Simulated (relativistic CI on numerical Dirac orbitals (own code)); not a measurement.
# Ions of palladium: ground levels and radial parameters

Aim: one configuration for each member; how do the lowest level, the moment, the spin-orbit parameter and the size of the open shell change?

The numbers are computed with relativistic CI on numerical Dirac orbitals (own code) version 3 (Dirac-Coulomb-Breit CI, KLI orbitals optimised for each configuration, model QED (radiative potential, 1s self-energy scaled to tabulated hydrogen-like ionisation energies), valence Slater integrals scaled by 0.9), except any that are marked as measured or tabulated.

### 1 The system

| Property | Result |
| --- | --- |
| members | Pd³⁸⁺ [He] 2s2 2p4, Pd³⁹⁺ [He] 2s2 2p3, Pd⁴⁰⁺ [He] 2s2 2p2, Pd⁴¹⁺ [He] 2s2 2p, Pd⁴³⁺ [He] 2s |
| Slater scale | 0.9 |

### 2 Pd³⁸⁺, [He] 2s2 2p4

Settings, as recorded:

```ini
atom Pd  Z=46  charge=38  electrons=8
nucleus A=106  rms_radius_fm=4.5318
hamiltonian dirac-coulomb  breit=on  qed=on  c_scale=1
orbitals kli  potential=per-configuration
slater_scale 0.9
correlation none
mixing on
configurations
  [He] 2s2 2p4
end
```

Started as:

```console
> python run_levels.py task.json out
```

The settings of every run stand in task.json; they run in order.

### 3 Pd³⁹⁺, [He] 2s2 2p3

Settings, as recorded:

```ini
atom Pd  Z=46  charge=39  electrons=7
nucleus A=106  rms_radius_fm=4.5318
hamiltonian dirac-coulomb  breit=on  qed=on  c_scale=1
orbitals kli  potential=per-configuration
slater_scale 0.9
correlation none
mixing on
configurations
  [He] 2s2 2p3
end
```

### 4 Pd⁴⁰⁺, [He] 2s2 2p2

Settings, as recorded:

```ini
atom Pd  Z=46  charge=40  electrons=6
nucleus A=106  rms_radius_fm=4.5318
hamiltonian dirac-coulomb  breit=on  qed=on  c_scale=1
orbitals kli  potential=per-configuration
slater_scale 0.9
correlation none
mixing on
configurations
  [He] 2s2 2p2
end
```

### 5 Pd⁴¹⁺, [He] 2s2 2p

Settings, as recorded:

```ini
atom Pd  Z=46  charge=41  electrons=5
nucleus A=106  rms_radius_fm=4.5318
hamiltonian dirac-coulomb  breit=on  qed=on  c_scale=1
orbitals kli  potential=per-configuration
slater_scale 0.9
correlation none
mixing on
configurations
  [He] 2s2 2p
end
```

### 6 Pd⁴³⁺, [He] 2s

The settings differ from step 5 so:

```diff
@@ -1,2 +1,2 @@
-atom Pd  Z=46  charge=41  electrons=5
+atom Pd  Z=46  charge=43  electrons=3
 nucleus A=106  rms_radius_fm=4.5318
@@ -8,3 +8,3 @@
 configurations
-  [He] 2s2 2p
+  [He] 2s
 end
```

(Steps that only read results are left out.)

Before running it: what results should come out? Wanted: lowest levels; largest moment; <r>, first and last.

The runs gave:

| quantity | value |
| --- | --- |
| lowest levels | Pd³⁸⁺ 3P2, Pd³⁹⁺ 2P°3/2 + 4S°, Pd⁴⁰⁺ 3P0, Pd⁴¹⁺ 2P°1/2, Pd⁴³⁺ 2S1/2 |
| largest moment | 3.30 μB (Pd³⁸⁺) |
| <r>, first and last | 2p 0.115, 2s 0.129 bohr |

**Reading.** The open shell changes along the series (2p, 2s), so ζ and <r> compare only within one shell. The largest moment belongs to Pd³⁸⁺. For Pd³⁹⁺ the LS label holds under 70 % of the lowest level: spin-orbit coupling mixes terms.
